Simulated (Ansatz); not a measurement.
**GeH3O2 (SMILES [O][GeH2][OH]) at UBHLYP/cc-pVDZ**

Aim: the energy change on altering one bond length of GeH3O2 at UBHLYP/cc-pVDZ, from 2 runs. 

The calculation is run with Ansatz 0.2.0.

55 further runs of the same task are left out: 55 set aside as unsound or not needed. Runs told in other sessions of the task aren't counted.

### Step 1. The structure to begin with

The species is GeH3O2 (6 atoms), meant as a doublet with charge 0. As SMILES, `[O][GeH2][OH]`. The shape is that of a PBE0-D4/def2-TZVP optimisation. This is one conformer, not always the lowest.

Bond lengths: O1–Ge2 1.790 Å, Ge2–O3 1.768 Å, Ge2–H4 1.539 Å, Ge2–H5 1.528 Å, O3–H6 0.960 Å. Angles: O1–Ge2–O3 111.6°, O1–Ge2–H4 102.2°, O1–Ge2–H5 109.7°, O3–Ge2–H4 112.1°, O3–Ge2–H5 104.9°, Ge2–O3–H6 113.3°, H4–Ge2–H5 116.5°.

### Step 2. A single-point energy at UBHLYP/cc-pVDZ

Input file input.yaml:

```yaml
basis:
  gaussian: {orbitals: cc-pVDZ}
crystal:
  periodic: [false, false, false]
  atoms:
    - {symbol: O, position_ang: [-1.694000, -0.455900, 0.556900]}
    - {symbol: Ge, position_ang: [-0.249900, 0.168600, -0.295800]}
    - {symbol: O, position_ang: [1.186300, 0.124100, 0.735000]}
    - {symbol: H, position_ang: [-0.134800, -0.795800, -1.489800]}
    - {symbol: H, position_ang: [-0.447300, 1.647000, -0.628900]}
    - {symbol: H, position_ang: [1.381600, -0.751900, 1.076400]}
magnetization: {spin_polarized: true, initial_magnetization: 1}
hamiltonian: {xc: {name: BHLYP}}
accuracy: high
output: {orbitals: {seedname: orbitals}}
```

Launch:

```bash
$ ansatz run input.yaml --threads 1 --pin off --max-ram 2610MiB --events-out events.jsonl --progress --plain --runs-dir runs
```

Standard output:

```text
Warning: RAYON_NUM_THREADS=1 ignored (pool sized by the plan → 1); use --threads N
Functional definition: BHLYP
  name "BHLYP"
  parameter a = 0.5
  exchange = (1 - a)*b88_x + a*exact_x
  correlation = lyp_c
1529 factors; integrals over basis functions are off by at most 4.5e-9 eV
mean field evaluation 1: about -60647.2851 eV, gradient 4.3e1 eV
mean field evaluation 2: about -60634.7729 eV, gradient 7.1e1 eV
mean field evaluation 4: about -60656.3206 eV, gradient 6.6e0 eV
mean field evaluation 8: about -60656.5757 eV, gradient 1.8e-1 eV
mean field evaluation 16: about -60656.5792 eV, gradient 2.8e-2 eV
mean field evaluation 32: about -60656.5799 eV, gradient 2.1e-5 eV
mean field -60656.57991019 eV, -2229.0881971928 hartree, gradient 5.8e-8 eV, S^2 0.753969; 2 other end points of the search recorded, 0 dependent functions left out
reference -60656.57993345 eV, -2229.0881980479 hartree; 26, 25 occupied and 44, 45 virtual orbitals, 1529 factors
Total energy: -60656.57993345 eV, -2229.0881980479 hartree
```

It took 6.3 s on 1 thread of AMD EPYC 9R45 (Zen 5), shared host; peak memory 0.35 GiB.

### Step 3. The distorted shape, same level

Input file run.yaml:

```yaml
crystal:
  periodic: [false, false, false]
  atoms:
    - {symbol: O, position_ang: [-3.417476, -0.402499, -0.680086]}
    - {symbol: Ge, position_ang: [-1.973376, 0.222001, -1.532786]}
    - {symbol: O, position_ang: [1.186300, 0.124100, 0.735000]}
    - {symbol: H, position_ang: [-1.858276, -0.742399, -2.726786]}
    - {symbol: H, position_ang: [-2.170776, 1.700401, -1.865886]}
    - {symbol: H, position_ang: [1.381600, -0.751900, 1.076400]}
basis:
  gaussian:
    orbitals: cc-pVDZ
magnetization:
  spin_polarized: true
  initial_magnetization: 1
hamiltonian:
  xc: {name: BHLYP}
accuracy: high
output:
  orbitals: {seedname: orbitals}
```

Launch:

```bash
$ ansatz run run.yaml --threads 1 --pin off --max-ram 2610MiB --events-out events.jsonl --progress --plain --runs-dir runs
```

Standard output, shortened:

```text
Warning: RAYON_NUM_THREADS=1 ignored (pool sized by the plan → 1); use --threads N
[... 2 set-up lines as earlier in the session ...]
[...]
1417 factors; integrals over basis functions are off by at most 1.3e-8 eV
[...]
mean field -60652.90161983 eV, -2228.9530225155 hartree, gradient 2.3e-8 eV, S^2 1.355834; 8 other end points of the search recorded, 0 dependent functions left out
reference -60652.90164611 eV, -2228.9530234811 hartree; 26, 25 occupied and 44, 45 virtual orbitals, 1417 factors
Total energy: -60652.90164611 eV, -2228.9530234811 hartree
```

It took 21 s on 1 thread of AMD EPYC 9R45 (Zen 5), shared host; peak memory 0.39 GiB.

### Step 4. Outcome

Level: UBHLYP/cc-pVDZ.

| quantity | value |
| --- | --- |
| first shape: total energy | -2229.08820 Eh |
| first shape: HOMO energy (highest over α and β) | -10.16 eV |
| first shape: LUMO energy (lowest over α and β) | -2.12 eV |
| first shape: ⟨S²⟩ | 0.754 |
| distorted shape: total energy | -2228.95302 Eh |
| distorted shape: HOMO energy (highest over α and β) | -8.14 eV |
| distorted shape: LUMO energy (lowest over α and β) | -2.25 eV |
| distorted shape: ⟨S²⟩ | 1.356 |
| energy change with the Ge2–O3 bond stretched from 1.768 to 3.891 Å | 3.678 eV |

What this shows: With the Ge2–O3 bond stretched from 1.768 to 3.891 Å the energy rises by 3.68 eV (355 kJ/mol). The first shape isn't relaxed at this level, so the change isn't measured from a minimum. ⟨S²⟩ (distorted shape) is 1.36 where a pure doublet has 0.75: the reference is spin-contaminated.
